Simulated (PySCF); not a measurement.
# C2H10AlNO: the cost of one run

Computed with PySCF 2.14.0, with density-fitted response routines of our own, on a single molecule in the gas phase. Atoms are numbered from 0 throughout.

## Step 1: Starting geometry

15 atoms, charge 0, multiplicity 1; geometry from: GFN2-xTB. The atoms were then displaced at random by about 0.01 Å, so the start is not that level's minimum.

Bonds of the start (Å): C0–C1 1.54, C1–O2 1.40, O2–Al3 1.62, Al3–N4 2.12, C0–H5 1.11, C0–H6 1.07, C0–H7 1.09, C1–H8 1.12, C1–H9 1.10, Al3–H10 1.57, Al3–H11 1.55, N4–H12 1.00, N4–H13 1.03, N4–H14 1.01.

## Step 2: Optimising the geometry at PBE0-D3(BJ)/def2-SVP

Job settings and geometry (Å):

```
{"job": {"xc": "PBE0", "basis": "def2-SVP", "d3": "d3bj", "grid": 1, "shake": 0.01, "kind": "geom"}, "charge": 0, "multiplicity": 1}
C      2.362020    -0.534970    -0.636880
C      1.420140    -0.502590     0.575930
O      0.253520     0.240230     0.333580
Al    -0.967540     1.226410    -0.057800
N     -2.602420    -0.119870     0.072880
H      2.626190     0.513660    -0.892120
H      3.242920    -1.099180    -0.436870
H      1.831290    -0.929200    -1.497700
H      1.959600    -0.063700     1.454530
H      1.143100    -1.532950     0.844920
H     -1.467640     2.221640     1.048530
H     -1.163500     1.586620    -1.548560
H     -2.528590    -0.827520    -0.632580
H     -2.638580    -0.550460     1.006790
H     -3.485840     0.354500    -0.066400
```

Started as:

```
> OMP_NUM_THREADS=1 python probes_run.py task.json out
```

The driver reads the jobs from task.json and runs them one after another.

**Question.** How long does this first job take on 1 thread of Arm Neoverse V2, shared host, and how much memory does it need?

About 88 s, with a peak of 0.51 GiB.
